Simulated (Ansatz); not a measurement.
# SnGe18H3: the cost of one run

Program: Ansatz 0.2.0. Level of theory: DFT LDA, scalar-relativistic, plane waves, PAW. These are calculated values, not measurements.

## 1. The system as given

The structure is trigonal, space group P3m1 (No. 156). Conventional cell: a = 12.002 Å, b = 12.002 Å, c = 25.050 Å, α = 90.00°, β = 90.00°, γ = 120.00°. Ge (site symmetry m) has 1 H at 1.50 Å as nearest neighbours. Ge (site symmetry m) has 4 Ge at 2.45 Å as nearest neighbours. Ge (site symmetry 3m) is surrounded by 4 Ge at 2.45 Å. Ge (site symmetry 3m) has 4 Ge at 2.45 Å and 1 Sn at 2.67 Å as nearest neighbours. Around Ge (site symmetry m) lie 3 Ge at 2.45 Å. Around H (site symmetry m) lie 1 Ge at 1.50 Å. Only part of the 26 independent sites is listed.

Structure file:

```
Ge H Sn
1.0
    12.00243    0.00000    0.00000
     6.00122   10.39441    0.00000
     0.00000    0.00000   25.04996
Ge H Sn
54 9 3
Direct
  0.00000 0.00000 0.33932
  0.11111 0.11111 0.37192
  0.11111 0.11111 0.46973
  0.88889 0.22222 0.50233
  0.88889 0.22222 0.60013
  0.00000 0.00000 0.63273
  0.00000 0.33333 0.33932
  0.11111 0.44444 0.37192
  0.11111 0.44444 0.46973
  0.88889 0.55556 0.50233
  0.88889 0.55556 0.60013
  0.00000 0.33333 0.63273
  0.00000 0.66667 0.33932
  0.11111 0.77778 0.37192
  0.11111 0.77778 0.46973
  0.88889 0.88889 0.50233
  0.88889 0.88889 0.60013
  0.00000 0.66667 0.63273
  0.33333 0.00000 0.33932
  0.44444 0.11111 0.37192
  0.44444 0.11111 0.46973
  0.22222 0.22222 0.50233
  0.22222 0.22222 0.60013
  0.33333 0.00000 0.63273
  0.33333 0.33333 0.33932
  0.44444 0.44444 0.37192
  0.44444 0.44444 0.46973
  0.22222 0.55556 0.50233
  0.22222 0.55556 0.60013
  0.33333 0.33333 0.63273
  0.33333 0.66667 0.33932
  0.44444 0.77778 0.37192
  0.44444 0.77778 0.46973
  0.22222 0.88889 0.50233
  0.22222 0.88889 0.60013
  0.33333 0.66667 0.63273
  0.66667 0.00000 0.33932
  0.77778 0.11111 0.37192
  0.77778 0.11111 0.46973
  0.55556 0.22222 0.50233
  0.55556 0.22222 0.60013
  0.66667 0.00000 0.63273
  0.66667 0.33333 0.33932
  0.77778 0.44444 0.37192
  0.77778 0.44444 0.46973
  0.55556 0.55556 0.50233
  0.55556 0.55556 0.60013
  0.66667 0.33333 0.63273
  0.66667 0.66667 0.33932
  0.77778 0.77778 0.37192
  0.77778 0.77778 0.46973
  0.55556 0.88889 0.50233
  0.55556 0.88889 0.60013
  0.66667 0.66667 0.63273
  0.00000 0.00000 0.27944
  0.00000 0.33333 0.27944
  0.00000 0.66667 0.27944
  0.33333 0.00000 0.27944
  0.33333 0.33333 0.27944
  0.33333 0.66667 0.27944
  0.66667 0.00000 0.27944
  0.66667 0.33333 0.27944
  0.66667 0.66667 0.27944
  0.22222 0.55556 0.72056
  0.88889 0.22222 0.70659
  0.55556 0.88889 0.70659
```

## 2. Relaxing the atoms: Sn3Ge54H9 slab, no spin

Contents of input.yaml:

```yaml
crystal:
  lattice:
    - [12.0024305039, 0.0, 0.0]
    - [6.0012152519, 10.3944097235, 0.0]
    - [0.0, 0.0, 25.0499576019]
  atoms:
    - { symbol: Ge, position: [0.0, 0.0, 0.3393219316] }
    - { symbol: Ge, position: [0.1111111111, 0.1111111111, 0.3719232625] }
    - { symbol: Ge, position: [0.1111111111, 0.1111111111, 0.469727255] }
    - { symbol: Ge, position: [0.8888888889, 0.2222222222, 0.5023285859] }
    - { symbol: Ge, position: [0.8888888889, 0.2222222222, 0.6001325785] }
    - { symbol: Ge, position: [0.0, 0.0, 0.6327339093] }
    - { symbol: H, position: [0.0, 0.0, 0.2794415907] }
    - { symbol: Ge, position: [0.0, 0.3333333333, 0.3393219316] }
    - { symbol: Ge, position: [0.1111111111, 0.4444444444, 0.3719232625] }
    - { symbol: Ge, position: [0.1111111111, 0.4444444444, 0.469727255] }
    - { symbol: Ge, position: [0.8888888889, 0.5555555556, 0.5023285859] }
    - { symbol: Ge, position: [0.8888888889, 0.5555555556, 0.6001325785] }
    - { symbol: Ge, position: [0.0, 0.3333333333, 0.6327339093] }
    - { symbol: H, position: [0.0, 0.3333333333, 0.2794415907] }
    - { symbol: Ge, position: [0.0, 0.6666666667, 0.3393219316] }
    - { symbol: Ge, position: [0.1111111111, 0.7777777778, 0.3719232625] }
    - { symbol: Ge, position: [0.1111111111, 0.7777777778, 0.469727255] }
    - { symbol: Ge, position: [0.8888888889, 0.8888888889, 0.5023285859] }
    - { symbol: Ge, position: [0.8888888889, 0.8888888889, 0.6001325785] }
    - { symbol: Ge, position: [0.0, 0.6666666667, 0.6327339093] }
    - { symbol: H, position: [0.0, 0.6666666667, 0.2794415907] }
    - { symbol: Ge, position: [0.3333333333, 0.0, 0.3393219316] }
    - { symbol: Ge, position: [0.4444444444, 0.1111111111, 0.3719232625] }
    - { symbol: Ge, position: [0.4444444444, 0.1111111111, 0.469727255] }
    - { symbol: Ge, position: [0.2222222222, 0.2222222222, 0.5023285859] }
    - { symbol: Ge, position: [0.2222222222, 0.2222222222, 0.6001325785] }
    - { symbol: Ge, position: [0.3333333333, 0.0, 0.6327339093] }
    - { symbol: H, position: [0.3333333333, 0.0, 0.2794415907] }
    - { symbol: Ge, position: [0.3333333333, 0.3333333333, 0.3393219316] }
    - { symbol: Ge, position: [0.4444444444, 0.4444444444, 0.3719232625] }
    - { symbol: Ge, position: [0.4444444444, 0.4444444444, 0.469727255] }
    - { symbol: Ge, position: [0.2222222222, 0.5555555556, 0.5023285859] }
    - { symbol: Ge, position: [0.2222222222, 0.5555555556, 0.6001325785] }
    - { symbol: Ge, position: [0.3333333333, 0.3333333333, 0.6327339093] }
    - { symbol: H, position: [0.3333333333, 0.3333333333, 0.2794415907] }
    - { symbol: Ge, position: [0.3333333333, 0.6666666667, 0.3393219316] }
    - { symbol: Ge, position: [0.4444444444, 0.7777777778, 0.3719232625] }
    - { symbol: Ge, position: [0.4444444444, 0.7777777778, 0.469727255] }
    - { symbol: Ge, position: [0.2222222222, 0.8888888889, 0.5023285859] }
    - { symbol: Ge, position: [0.2222222222, 0.8888888889, 0.6001325785] }
    - { symbol: Ge, position: [0.3333333333, 0.6666666667, 0.6327339093] }
    - { symbol: H, position: [0.3333333333, 0.6666666667, 0.2794415907] }
    - { symbol: Ge, position: [0.6666666667, 0.0, 0.3393219316] }
    - { symbol: Ge, position: [0.7777777778, 0.1111111111, 0.3719232625] }
    - { symbol: Ge, position: [0.7777777778, 0.1111111111, 0.469727255] }
    - { symbol: Ge, position: [0.5555555556, 0.2222222222, 0.5023285859] }
    - { symbol: Ge, position: [0.5555555556, 0.2222222222, 0.6001325785] }
    - { symbol: Ge, position: [0.6666666667, 0.0, 0.6327339093] }
    - { symbol: H, position: [0.6666666667, 0.0, 0.2794415907] }
    - { symbol: Ge, position: [0.6666666667, 0.3333333333, 0.3393219316] }
    - { symbol: Ge, position: [0.7777777778, 0.4444444444, 0.3719232625] }
    - { symbol: Ge, position: [0.7777777778, 0.4444444444, 0.469727255] }
    - { symbol: Ge, position: [0.5555555556, 0.5555555556, 0.5023285859] }
    - { symbol: Ge, position: [0.5555555556, 0.5555555556, 0.6001325785] }
    - { symbol: Ge, position: [0.6666666667, 0.3333333333, 0.6327339093] }
    - { symbol: H, position: [0.6666666667, 0.3333333333, 0.2794415907] }
    - { symbol: Ge, position: [0.6666666667, 0.6666666667, 0.3393219316] }
    - { symbol: Ge, position: [0.7777777778, 0.7777777778, 0.3719232625] }
    - { symbol: Ge, position: [0.7777777778, 0.7777777778, 0.469727255] }
    - { symbol: Ge, position: [0.5555555556, 0.8888888889, 0.5023285859] }
    - { symbol: Ge, position: [0.5555555556, 0.8888888889, 0.6001325785] }
    - { symbol: Ge, position: [0.6666666667, 0.6666666667, 0.6327339093] }
    - { symbol: H, position: [0.6666666667, 0.6666666667, 0.2794415907] }
    - { symbol: Sn, position: [0.2222222222, 0.5555555556, 0.7205584093] }
    - { symbol: Sn, position: [0.8888888889, 0.2222222222, 0.7065863297] }
    - { symbol: Sn, position: [0.5555555556, 0.8888888889, 0.7065863297] }
scf:
  occupations: { method: gaussian, width: 0.02 }
output:
  forces: true
  write_density: true
  write_potential: true
  elf: true
  volumetric_format: npy
hamiltonian:
  xc: lda
kpoints:
  mp_grid: { grid: [3, 3, 1] }
efield:
  axis: 3
  dipole_correction: true
relax:
  f_tol: 0.015
  max_steps: 80
  constraints:
    - { sites: [0, 1, 6, 7, 8, 13, 14, 15, 20, 21, 22, 27, 28, 29, 34, 35, 36, 41, 42, 43, 48, 49, 50, 55, 56, 57, 62] }
```

On the command line:

```bash
$ ansatz run input.yaml --threads 8 --pin off --max-ram 15360MiB --backend cpu --events-out ev --progress --plain --runs-dir out
```

Q: Estimate wall time and peak memory on 8 threads of Intel Xeon at 2.70GHz, shared host.

About 15 min, with a peak of 9.3 GiB.
